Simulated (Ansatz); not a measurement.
# SnCl2 (SMILES [Cl][Sn][Cl]) at B3LYP/def2-SVP (core potential)

Aim: the electronic atomisation energy of SnCl2 at B3LYP/def2-SVP (core potential), from 3 runs. 

Program for the calculation: Ansatz 0.2.0.

32 further runs of the same task are left out: 32 set aside as unsound or not needed.

### Step 1. The molecule

The species is SnCl2 (3 atoms), meant as a singlet with charge 0. As SMILES, `[Cl][Sn][Cl]`. Geometry: relaxed at PBE0-D4/def2-TZVP.

Bond lengths: Cl1–Sn2 2.363 Å, Sn2–Cl3 2.363 Å. Angles: Cl1–Sn2–Cl3 98.4°.

### Step 2. A single-point energy at B3LYP/def2-SVP (core potential)

Input file input.yaml:

```yaml
crystal:
  periodic: [false, false, false]
  atoms:
    - {symbol: Cl, position_ang: [1.154200, 1.220700, 0.756000]}
    - {symbol: Sn, position_ang: [-0.796900, 0.518900, -0.376600]}
    - {symbol: Cl, position_ang: [-0.368200, -1.804500, -0.392600]}
basis:
  gaussian:
    orbitals: def2-SVP
hamiltonian:
  xc: {name: B3LYP}
accuracy: high
output:
  orbitals: {seedname: orbitals}
```

Command:

```sh
ansatz run input.yaml --threads 1 --pin off --max-ram 3480MiB --events-out events.jsonl --progress --plain --runs-dir runs
```

Standard output:

```text
Warning: RAYON_NUM_THREADS=1 ignored (pool sized by the plan → 1); use --threads N
Functional definition: B3LYP
  name "B3LYP"
  parameter a0 = 0.2
  parameter ax = 0.72
  parameter ac = 0.81
  exchange = (1 - a0 - ax)*slater_x + ax*b88_x + a0*exact_x
  correlation = (1 - ac)*vwn_rpa_c + ac*lyp_c
1269 factors; integrals over basis functions are off by at most 6.3e-9 eV
mean field evaluation 1: about -30873.0808 eV, gradient 2.1e1 eV
mean field evaluation 2: about -30870.1172 eV, gradient 3.8e1 eV
mean field evaluation 4: about -30874.4833 eV, gradient 6.7e-1 eV
mean field evaluation 8: about -30874.5252 eV, gradient 2.3e-2 eV
mean field evaluation 16: about -30874.5252 eV, gradient 3.1e-6 eV
mean field -30874.52524098 eV, -1134.6178751010 hartree, gradient 5.4e-8 eV, S^2 0.000000; 0 other end points of the search recorded, 0 dependent functions left out
reference -30874.52527091 eV, -1134.6178762009 hartree; 28, 28 occupied and 34, 34 virtual orbitals, 1269 factors
Total energy: -30874.52527091 eV, -1134.6178762009 hartree
```

It took 4.8 s on 1 thread of Arm Neoverse V1, shared host; peak memory 0.18 GiB.

### Step 3. The Cl atom at the same level

Input file input.yaml:

```yaml
crystal:
  periodic: [false, false, false]
  atoms:
    - {symbol: Cl, position_ang: [0.000000, 0.000000, 0.000000]}
basis:
  gaussian: {orbitals: def2-SVP}
magnetization: {spin_polarized: true, initial_magnetization: 1}
hamiltonian: {xc: {name: B3LYP}}
accuracy: high
```

Run the same way, it converges to -460.00600 Eh (log not shown).

### Step 4. The Sn atom

Input file job.yaml:

```yaml
crystal:
  periodic: [false, false, false]
  atoms:
    - {symbol: Sn, position_ang: [0.000000, 0.000000, 0.000000]}
basis:
  gaussian: {orbitals: def2-SVP}
magnetization: {spin_polarized: true, initial_magnetization: 2}
hamiltonian: {xc: {name: B3LYP}}
accuracy: high
```

Command:

```sh
ansatz run job.yaml --threads 1 --pin off --max-ram 3480MiB --events-out events.jsonl --progress --plain --runs-dir runs
```

Standard output:

```text
Warning: RAYON_NUM_THREADS=1 ignored (pool sized by the plan → 1); use --threads N
Functional definition: B3LYP
  name "B3LYP"
  parameter a0 = 0.2
  parameter ax = 0.72
  parameter ac = 0.81
  exchange = (1 - a0 - ax)*slater_x + ax*b88_x + a0*exact_x
  correlation = (1 - ac)*vwn_rpa_c + ac*lyp_c
223 factors; integrals over basis functions are off by at most 2.0e-9 eV
mean field evaluation 1: about -5831.9719 eV, gradient 1.8e0 eV
mean field evaluation 2: about -5832.0046 eV, gradient 6.8e-1 eV
mean field evaluation 4: about -5832.0080 eV, gradient 3.0e-1 eV
mean field evaluation 8: about -5832.0083 eV, gradient 7.8e-5 eV
mean field evaluation 16: about -5831.9497 eV, gradient 2.2e0 eV
mean field evaluation 32: about -5832.0083 eV, gradient 1.6e-7 eV
mean field -5832.00830202 eV, -214.3223520219 hartree, gradient 4.8e-9 eV, S^2 2.001793; 1 other end points of the search recorded, 0 dependent functions left out
reference -5832.00832293 eV, -214.3223527903 hartree; 12, 10 occupied and 14, 16 virtual orbitals, 223 factors
Total energy: -5832.00832293 eV, -214.3223527903 hartree
```

Run time: 2.4 s. Hardware: 1 thread of Arm Neoverse V1, shared host; peak memory 0.1 GiB.

### Step 5. Results

At B3LYP/def2-SVP (core potential):

| quantity | value |
| --- | --- |
| molecule: total energy | -1134.61788 Eh |
| molecule: HOMO energy | -7.59 eV |
| molecule: LUMO energy | -3.14 eV |
| molecule: HOMO–LUMO gap | 4.45 eV |
| Cl atom: total energy | -460.00600 Eh |
| Cl atom: ⟨S²⟩ | 0.752 |
| Sn atom: total energy | -214.32235 Eh |
| Sn atom: ⟨S²⟩ | 2.002 |
| electronic atomisation energy | 7.715 eV |

What this shows: Taking the molecule apart into free atoms costs 7.71 eV (744 kJ/mol), before zero-point energy and without spin-orbit coupling.
